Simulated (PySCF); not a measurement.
# C6H5ClOS: magnetic properties

Aim: compute the magnetic properties of C6H5ClOS (`Cc1ccsc1C(=O)Cl`).

Computed with PySCF 2.14.0 and routines of our own; the level stands in each step. Atoms count from 0.

## 1. The starting structure

14 atoms, charge 0, multiplicity 1; geometry from: GFN2-xTB.

## 2. Magnetic properties: GIAO KT3/pcSseg-1

What the job is given:

```
{"job": {"kind": "mag", "xc": "KT3", "basis": "pcSseg-1", "isotopologues": 0}, "charge": 0, "multiplicity": 1}
C     -1.012884    -1.449910     0.154523
C      0.071706    -0.443386     0.027206
C      1.444035    -0.750959    -0.017900
C      2.236104     0.353064    -0.138455
S      1.345799     1.807415    -0.202093
C     -0.142009     0.925551    -0.062834
C     -1.415234     1.576825    -0.046477
O     -2.496877     1.082911     0.044246
Cl    -1.266401     3.353727    -0.183614
H     -1.606663    -1.253485     1.045823
H     -1.691530    -1.380073    -0.694020
H     -0.599547    -2.453312     0.207469
H      1.826044    -1.754868     0.037474
H      3.306779     0.386026    -0.193515
```

Level: GIAO KT3/pcSseg-1 magnetisability, rotational g tensor and spin-rotation constants, non-relativistic, gas phase.

On the command line:

```
$ OMP_NUM_THREADS=1 python excited_run.py task.json out
```

This one command runs all jobs of the session in turn.

The log of the run:

```text
coarse grid: 13952 points
cycle   1  E = -1175.6634964387  dE =  1.525e+00  |g| = 9.677e-01  |ddm| = 4.117e+00
cycle   2  E = -1173.9262157523  dE =  1.737e+00  |g| = 2.848e+00  |ddm| = 4.412e+00
cycle   3  E = -1175.7923610030  dE = -1.866e+00  |g| = 4.797e-01  |ddm| = 4.059e+00
cycle   4  E = -1175.8402537401  dE = -4.789e-02  |g| = 2.443e-01  |ddm| = 8.337e-01
cycle   5  E = -1175.8488023791  dE = -8.549e-03  |g| = 1.541e-01  |ddm| = 4.240e-01
cycle   6  E = -1175.8556444514  dE = -6.842e-03  |g| = 4.134e-02  |ddm| = 2.252e-01
cycle   7  E = -1175.8560899287  dE = -4.455e-04  |g| = 1.207e-02  |ddm| = 4.574e-02
cycle   8  E = -1175.8561206250  dE = -3.070e-05  |g| = 5.656e-03  |ddm| = 1.621e-02
cycle   9  E = -1175.8561287518  dE = -8.127e-06  |g| = 1.731e-03  |ddm| = 7.849e-03
final grid: 128808 points
cycle  10  E = -1175.9232464490  dE = -2.180e-04  |g| = 2.813e-02  |ddm| = 1.018e-01
cycle  11  E = -1175.9223793451  dE =  8.671e-04  |g| = 6.753e-02  |ddm| = 9.238e-02
cycle  12  E = -1175.9233389101  dE = -9.596e-04  |g| = 1.366e-02  |ddm| = 7.983e-02
cycle  13  E = -1175.9233747299  dE = -3.582e-05  |g| = 4.079e-03  |ddm| = 1.786e-02
cycle  14  E = -1175.9233794427  dE = -4.713e-06  |g| = 9.832e-04  |ddm| = 6.121e-03
cycle  15  E = -1175.9233796752  dE = -2.325e-07  |g| = 3.247e-04  |ddm| = 1.337e-03
cycle  16  E = -1175.9233797036  dE = -2.839e-08  |g| = 1.017e-04  |ddm| = 5.319e-04
cycle  17  E = -1175.9233797064  dE = -2.718e-09  |g| = 2.691e-05  |ddm| = 1.328e-04
cycle  18  E = -1175.9233797065  dE = -1.169e-10  |g| = 1.715e-05  |ddm| = 5.013e-05
converged SCF energy = -1175.9233797065

Magnetisability tensor (1e-30 J/T^2)
    -1160.34      -17.45      -36.06
      -17.45    -1265.50      -46.94
      -36.06      -46.94    -1907.17
isotropic -1444.34   principal values   -1912.43  -1264.15  -1156.43
isotropic susceptibility -86.980 1e-6 cm^3/mol

Inertial axes            a          b          c
rot. const./GHz      1.8363     1.0870     0.6856
chi total           -72.543    -73.228   -115.169
chi diamagnetic    -758.684  -1152.721  -1780.121
chi paramagnetic    686.141   1079.493   1664.952
quadrupole/D A        2.240      1.689     -3.930
g nuclear            0.5553     0.5301     0.5375
g electronic        -0.5919    -0.5512    -0.5363
g total             -0.0367    -0.0212     0.0012

Spin-rotation constants (kHz, H = +C I.J)
atom  isotope        aa         bb         cc
  8   35Cl        0.538      0.414      0.323
  9     1H       -0.145     -0.081     -0.012
 10     1H       -0.145     -0.081     -0.012
 11     1H        0.031     -0.092     -0.075
 12     1H        0.164     -0.091     -0.075
 13     1H       -0.034      0.031     -0.079
  0    13C*       0.302      0.153      0.097
  1    13C*       0.783      0.477      0.100
  2    13C*       0.776      0.355      0.123
  3    13C*       0.749      0.432      0.102
  4    33S*       0.683      0.451      0.209
  5    13C*       0.656      0.406      0.148
  6    13C*       0.841      0.335      0.199
  7    17O*      -1.007     -0.760     -0.089
* in the singly substituted isotopologue
```

Wall time 94 s (1 thread of Arm Neoverse N1, shared host); peak memory 0.7 GiB.

In short:

```tsv
quantity	value
magnetisability	-1444·10⁻³⁰ J/T²
molar susceptibility	-87.0·10⁻⁶ cm³/mol
rotational g (a, b, c)	-0.0367, -0.0212, 0.0012
```

The fields below are evaluated on a grid from the run's orbitals.

Frontier orbitals at KT3/pcSseg-1, with the share of their density that lies nearest to each atom:

```tsv
orbital	energy (eV)	lies on
HOMO	-6.53	C5 31 %; C3 22 %; C1 16 %
LUMO	-2.96	C1, C3, C6 about 17 % each; O7 16 %; S4 13 %
```

ELF in a plane through or near 12 of the atoms.

Ten even steps from '0' (0.00) to '9' (1.00):
```
0000000000000000000000000000
0000000000000000000000000000
0000000000000000000000000000
0000000000001676100000000000
0000000000006999800000000000
0000000000237999800000000000
0000000002552687106996000000
0000000001452672149999200000
0000024640027745759995000000
0000368884015334861520000000
0001588466237984468721000000
0001578771586142153289971000
0000001243474786682599994000
0000012578402646565489991000
0001478742740663163002200000
0001468641970489983000000000
0000236778850036641000000000
0000001234310001100000000000
0000000000000000000000000000
0000000000000000000000000000
```
The map spans 11.3 Å across and 10.9 Å up, centred on the molecule. Atoms in the plane (x, y in Å): C0 (-0.5, 1.7), C1 (0.2, 0.4), C2 (1.6, 0.3), C3 (2.0, -1.0), S4 (0.8, -2.1), C5 (-0.4, -0.8), C6 (-1.8, -1.1), O7 (-2.7, -0.3), Cl8 (-2.2, -2.8), H11 (0.2, 2.5), H12 (2.3, 1.1), H13 (3.0, -1.4).

On the surface of density 0.002 e/bohr³ the electrostatic potential runs, from the 1st to the 99th percentile, from -1.27 V near O7 to 1.39 V near H13.

## 3. Magnetic properties: common gauge origin mPW1PW91/6-31G*

The job, as its differences from that of step 2:

```diff
@@ -1,2 +1,2 @@
-{"job": {"kind": "mag", "xc": "KT3", "basis": "pcSseg-1", "isotopologues": 0}, "charge": 0, "multiplicity": 1}
+{"job": {"kind": "mag", "xc": "mPW1PW91", "basis": "6-31G*", "gauge": [0, 0, 0], "scf": {"damp": 0.2}}, "charge": 0, "multiplicity": 1}
 C     -1.012884    -1.449910     0.154523
```

Method: common gauge origin mPW1PW91/6-31G* magnetisability, rotational g tensor and spin-rotation constants, non-relativistic, gas phase.

The log of the run:

```text
damping 0.20 in the first 6 cycles
final grid: 128808 points
cycle   1  E = -1165.0394045022  dE =  1.783e+00  |g| = 8.384e-01  |ddm| = 4.194e+00
cycle   2  E = -1164.8244463550  dE =  2.150e-01  |g| = 1.353e+00  |ddm| = 1.840e+00
cycle   3  E = -1164.6072766314  dE =  2.172e-01  |g| = 1.682e+00  |ddm| = 2.497e+00
cycle   4  E = -1163.1166155084  dE =  1.491e+00  |g| = 2.986e+00  |ddm| = 4.185e+00
cycle   5  E = -1162.6115117544  dE =  5.051e-01  |g| = 3.333e+00  |ddm| = 5.524e+00
cycle   6  E = -1150.5784115882  dE =  1.203e+01  |g| = 5.705e+00  |ddm| = 1.046e+01
cycle   7  E = -1061.2987312040  dE =  8.928e+01  |g| = 1.605e+01  |ddm| = 2.980e+01
cycle   8  E = -1148.5492068241  dE = -8.725e+01  |g| = 6.773e+00  |ddm| = 3.315e+01
cycle   9  E = -1159.3511036807  dE = -1.080e+01  |g| = 4.413e+00  |ddm| = 2.149e+01
cycle  10  E = -1164.5260050903  dE = -5.175e+00  |g| = 1.538e+00  |ddm| = 6.711e+00
cycle  11  E = -1165.0062521977  dE = -4.802e-01  |g| = 7.800e-01  |ddm| = 2.162e+00
cycle  12  E = -1165.1361088351  dE = -1.299e-01  |g| = 4.865e-01  |ddm| = 1.182e+00
cycle  13  E = -1165.1816154868  dE = -4.551e-02  |g| = 1.626e-01  |ddm| = 5.110e-01
cycle  14  E = -1165.1869965887  dE = -5.381e-03  |g| = 9.270e-02  |ddm| = 2.870e-01
cycle  15  E = -1165.1892078250  dE = -2.211e-03  |g| = 2.038e-02  |ddm| = 1.234e-01
cycle  16  E = -1165.1893016006  dE = -9.378e-05  |g| = 6.857e-03  |ddm| = 2.483e-02
cycle  17  E = -1165.1893125240  dE = -1.092e-05  |g| = 1.750e-03  |ddm| = 8.715e-03
cycle  18  E = -1165.1893131935  dE = -6.695e-07  |g| = 4.693e-04  |ddm| = 1.786e-03
cycle  19  E = -1165.1893132491  dE = -5.567e-08  |g| = 2.163e-04  |ddm| = 9.001e-04
cycle  20  E = -1165.1893132611  dE = -1.194e-08  |g| = 6.333e-05  |ddm| = 2.986e-04
cycle  21  E = -1165.1893132622  dE = -1.095e-09  |g| = 1.466e-05  |ddm| = 9.209e-05
cycle  22  E = -1165.1893132622  dE = -1.501e-11  |g| = 1.371e-05  |ddm| = 2.967e-05
converged SCF energy = -1165.1893132622

Magnetisability tensor (1e-30 J/T^2)
    -9095.91    -2335.17      -82.15
    -2335.17    -8118.09     -324.92
      -82.15     -324.92   -14123.97
isotropic -10445.99   principal values  -14151.88 -10969.99  -6216.11
isotropic susceptibility -629.072 1e-6 cm^3/mol

Inertial axes            a          b          c
rot. const./GHz      1.8363     1.0870     0.6856
chi total          -374.436   -660.535   -852.246
chi diamagnetic    -757.776  -1151.416  -1779.226
chi paramagnetic    383.340    490.880    926.980
quadrupole/D A        2.459      1.232     -3.690
g nuclear            0.5553     0.5301     0.5375
g electronic        -0.3307    -0.2507    -0.2986
g total              0.2246     0.2794     0.2389

Spin-rotation constants (kHz, H = +C I.J)
atom  isotope        aa         bb         cc
  8   35Cl        0.510      0.284      0.326
  9     1H        0.158     -0.410     -0.112
 10     1H        0.156     -0.410     -0.112
 11     1H        0.229      0.191      0.168
 12     1H       -0.194      0.655      0.151
 13     1H        0.490      0.394      0.255
  0    13C*       0.168      0.058      0.028
  1    13C*       0.511      0.342     -0.056
  2    13C*       0.537      0.311      0.034
  3    13C*       0.615      0.380      0.043
  4    33S*       0.776      0.411      0.217
  5    13C*       0.326      0.162     -0.098
  6    13C*       0.533      0.087     -0.053
  7    17O*      -1.031     -0.730     -0.058
* in the singly substituted isotopologue
```

Run time: 40 s. Hardware: 1 thread of Arm Neoverse N1, shared host; peak memory 0.75 GiB.

It converged, yet the result is unsound: a common gauge origin replaces GIAOs, so the magnetic properties depend on where the origin lies.

## 4. Outcome

| quantity | value |
| --- | --- |
| magnetisability (step 2, GIAO KT3/pcSseg-1) | -1444·10⁻³⁰ J/T² |
| molar susceptibility (step 2, GIAO KT3/pcSseg-1) | -87.0·10⁻⁶ cm³/mol |
| rotational g (a, b, c) (step 2, GIAO KT3/pcSseg-1) | -0.0367, -0.0212, 0.0012 |
| surface potential, 1st and 99th percentile | -1.27 V and 1.39 V |
| runs | 0 failed, 1 ended on unsound input |

By nearest atom (KT3/pcSseg-1), the HOMO sits on C5 31 %; C3 22 % and the LUMO on C1, C3, C6 about 17 % each; O7 16 %. Vibrational averaging and real surroundings are missing from these values.
